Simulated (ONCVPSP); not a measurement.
**An ONCV potential for N, from input to tests**

Do these settings give a usable potential? It is generated, then checked for transferability, scattering, ghosts and hardness.

Method: ONCVPSP 4.0.1, PBE, scalar-relativistic.

### Step 1. The atom and the settings

The settings as typed:

```json
{
 "element": "nitrogen (N, Z = 7)",
 "type": "optimised norm-conserving Vanderbilt (ONCV)",
 "frozen core": "[He]",
 "valence charge": "5",
 "reference configuration": "2s2 2p3",
 "partial waves": "2s: rc 1.10 bohr, ncon 4, nbas 8, qcut 6.1 1/bohr, 2 projectors, debl 3 Ha; 2p: rc 2.65 bohr, ncon 3, nbas 6, qcut 4.1 1/bohr, 2 projectors, debl 1.4 Ha; d scattering state at 0.04 Ha: rc 2.50 bohr, ncon 4, nbas 7, qcut 3.4 1/bohr, 1 projector",
 "local potential": "polynomial inside 0.75 bohr (lpopt 5, dvloc0 4 Ha)",
 "core correction": "polynomial model core, fcfact 0.55"
}
```

An earlier all-electron run gives the scale for the radii.

All-electron outer shells of the reference configuration (PBE, scalar-relativistic, ld1.x):

| shell | level (eV) | outermost node (bohr) | outermost maximum (bohr) |
| --- | --- | --- | --- |
| 1s | -384.72 | – | 0.15 |
| 2s | -18.58 | 0.32 | 1.02 |
| 2p | -7.09 | – | 0.98 |

### Step 2. The generation run

The input, N.dat:

```
# ATOM AND REFERENCE CONFIGURATION
# atsym  z   nc   nv     iexc    psfile
  N 7.00    1    2        4      upf
#
#   n    l    f
    1    0    2.00
    2    0    2.00
    2    1    3.00
#
# PSEUDOPOTENTIAL AND OPTIMIZATION
# lmax
    2
#
#   l,   rc,      ep,       ncon, nbas, qcut
    0    1.10    0.00    4    8    6.10
    1    2.65    0.00    3    6    4.10
    2    2.50    0.04    4    7    3.40
#
# LOCAL POTENTIAL
# lloc, lpopt,  rc(5),   dvloc0
    4    5    0.75    4.00
#
# VANDERBILT-KLEINMAN-BYLANDER PROJECTORs
# l, nproj, debl
    0    2    3.00
    1    2    1.40
    2    1    2.20
#
# MODEL CORE CHARGE
# icmod, fcfact, rcfact
    1    0.55    0.00
#
# LOG DERIVATIVE ANALYSIS
# epsh1, epsh2, depsh
   -2.00    5.00    0.02
#
# OUTPUT GRID
# rlmax, drl
    6.00    0.01
#
# TEST CONFIGURATIONS
# ncnf
    4
# nvcnf
#   n    l    f
    2
    2    0    2.00
    2    1    2.00
#
    2
    2    0    2.00
    2    1    1.00
#
    2
    2    0    2.00
    2    1    0.00
#
    2
    2    0    1.00
    2    1    0.00
#
```

Started as:

```bash
oncvpsp.x < N.dat > N.out
```

What does the calculation give? Wanted: cutoffs for 1 and 0.1 mHa per electron, occupied waves; bound ghosts; GHOST(+) flags; largest test error; largest phase difference near zero energy, channels read; rms error of d²Exc/dn², without and with the model core.

**Answer**, as computed:

| quantity | value |
| --- | --- |
| cutoffs for 1 and 0.1 mHa per electron, occupied waves | 36 Ha and 131 Ha |
| bound ghosts | none found |
| GHOST(+) flags | d at 46 eV |
| largest test error (AE − PS) | +7211 meV, for 2s2 2p0 (1 test unsolved) |
| largest phase difference near zero energy, channels read | 0.003 rad |
| rms error of d²Exc/dn², without and with the model core | 2.49 and 2.17 mHa |

By total energies transferability is poor: the largest error is 7211 meV on 89.5 eV, for 2s2 2p0. That test lies far up in energy; among those under 40 eV, nearer to bonding, the largest error is 348 meV. Of the tests 1 gave no usable energy difference, which is a warning in itself. The potential is hard: the looser tolerance needs 36 Ha. The tighter tolerance needs 131 Ha, and converged work needs a cutoff nearer that. At the looser tolerance the 2s wave is the slowest; 2p needs 7 Ha. The program's ghost test flags no bound state. Near zero energy the phases of the channels with partial waves agree within 0.003 rad. The program also flags highly localised states, GHOST(+) (d). These are tests on the free atom; a crystal test is still owed.
